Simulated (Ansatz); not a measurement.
Crystal: SnTe3.

```
Te Sn
1.0
     0.00000    3.86122    3.86122
     3.86122    0.00000    3.86122
     3.86122    3.86122    0.00000
Te Sn
3 1
Direct
  0.50000 0.50000 0.50000
  0.75000 0.75000 0.75000
  0.25000 0.25000 0.25000
  0.00000 0.00000 0.00000
```

The cell comes from a database or a generator and needn't be the stable form of this composition.

Base run:

- Program: Ansatz 0.2.0
- Functional: PBEsol
- Potentials or basis: PseudoDojo stringent (PBEsol files)
- Cutoff: 1388 eV
- Density cutoff: 5551 eV
- k mesh: 6 × 6 × 6
- Occupations: fermi-dirac, width 0.05 eV
- Spin: no spin polarisation

Its results: band gap on the k mesh none (metal or under the smearing width); pressure -2.7 GPa.

**Question.** The run is repeated on the same cell with these changes: functional from PBEsol to LDA; potentials or basis from PseudoDojo stringent (PBEsol files) to Ansatz PAW; cutoff from 1388 eV to 420 eV (not typed: the program's choice for these potentials); valence electrons from 94 to 62. What comes out?

**Answer.** Band gap on the k mesh none (metal or under the smearing width); pressure -3.8 GPa.

Caveats: spin-orbit coupling is left out, which moves the levels of the heavy elements (some runs); the PAW data sets come from PBE, with cores solved anew for the run's functional, which leaves a small shift of forces and pressure (some runs).
